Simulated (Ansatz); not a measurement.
# C₂H₆O₂Si₂: a ladder of functionals and wavefunction methods

The task here is to estimate one member of a computed series from the others.

Program: Ansatz 0.2.0, Gaussian basis. Level of theory: functionals in def2-TZVPP, the program's frozen cores in correlated methods. These are calculated values, not measurements.

The runs, in order: PBE-D4, r2SCAN-D4, PBE0-D4, B3LYP-D4, ωB97X-V, ωB97M-V, B2PLYP; CCSD(T)/def2-TZVPP; MP2/def2-QZVPP; extrapolation to the limit.

## The geometry

All runs share one geometry, relaxed beforehand with PBE0-D4 in a triple-zeta def2 set.

SMILES `O[SiH2]O[SiH]1C=C1`, 12 atoms, charge 0, spin multiplicity 1.

Atoms are counted from 1 here; the program's logs count them from 0.

Bond lengths: O1–Si2 1.638 Å, O1–H7 0.958 Å, Si2–O3 1.632 Å, Si2–H8 1.479 Å, Si2–H9 1.482 Å, O3–Si4 1.630 Å, Si4–C5 1.785 Å, Si4–C6 1.787 Å, Si4–H10 1.476 Å, C5–C6 1.345 Å, C5–H11 1.084 Å, C6–H12 1.084 Å. Angles: Si2–O1–H7 118.2°, O1–Si2–O3 112.0°, O1–Si2–H8 105.1°, O1–Si2–H9 111.0°, O3–Si2–H8 110.3°, O3–Si2–H9 106.1°, H8–Si2–H9 112.5°, Si2–O3–Si4 145.8°, O3–Si4–C5 122.0°, O3–Si4–C6 122.6°, O3–Si4–H10 108.3°, C5–Si4–C6 44.2°, C5–Si4–H10 123.5°, C6–Si4–H10 123.4°, Si4–C5–C6 67.9°, Si4–C5–H11 158.2°, C6–C5–H11 133.8°, Si4–C6–C5 67.8° and more.

Set-up of the first run:

The input, in.yaml:

```yaml
crystal:
  periodic: [false, false, false]
  atoms:
    - {symbol: O, position_ang: [-0.390080, -2.258351, 1.765137]}
    - {symbol: Si, position_ang: [0.202161, -0.743533, 1.957903]}
    - {symbol: O, position_ang: [0.010061, 0.162415, 0.614048]}
    - {symbol: Si, position_ang: [0.565869, 0.486959, -0.883608]}
    - {symbol: C, position_ang: [-0.091407, 1.824053, -1.867484]}
    - {symbol: C, position_ang: [-0.512362, 0.622592, -2.301840]}
    - {symbol: H, position_ang: [-1.339452, -2.368711, 1.699981]}
    - {symbol: H, position_ang: [1.640280, -0.926342, 2.251606]}
    - {symbol: H, position_ang: [-0.511213, -0.028282, 3.042809]}
    - {symbol: H, position_ang: [1.965699, 0.025210, -0.968893]}
    - {symbol: H, position_ang: [-0.285492, 2.844319, -2.178698]}
    - {symbol: H, position_ang: [-1.177162, 0.304269, -3.097062]}
basis:
  gaussian: {orbitals: def2-TZVPP}
hamiltonian: {xc: pbe, dispersion: d4}
output: {forces: true, orbitals: {seedname: orbitals}}
```

The run is started by

```bash
ansatz run in.yaml --threads 4 --pin off --events-out ev --progress --plain --max-ram 10444MiB
```

Steps of the session up to this table: PBE-D4 (GGA); r2SCAN-D4 (meta-GGA); PBE0-D4 (hybrid); B3LYP-D4 (hybrid); ωB97X-V (range-separated); ωB97M-V (range-separated); B2PLYP (double hybrid); CCSD(T) in def2-TZVPP; MP2 in def2-QZVPP.

One table of the session follows, with a row left open; its other results are not shown here.

```
            method  atomisation energy (kcal/mol)
            PBE-D4                         1148.6
         r2SCAN-D4                         1137.7
           PBE0-D4                         1128.5
          B3LYP-D4                         1129.8
           ωB97X-V                         1138.6
           ωB97M-V                         1138.8
            B2PLYP                         1122.0
     HF/def2-TZVPP                          825.2
    MP2/def2-TZVPP                         1131.3
   CCSD/def2-TZVPP                         1086.2
CCSD(T)/def2-TZVPP                         1104.1
           MP2/CBS                              ?
       CCSD(T)/CBS                         1138.1
```

Estimate the missing values for MP2/CBS.

The run gave: atomisation energy (kcal/mol): 1165.3. In the column «atomisation energy (kcal/mol)» it is the highest.
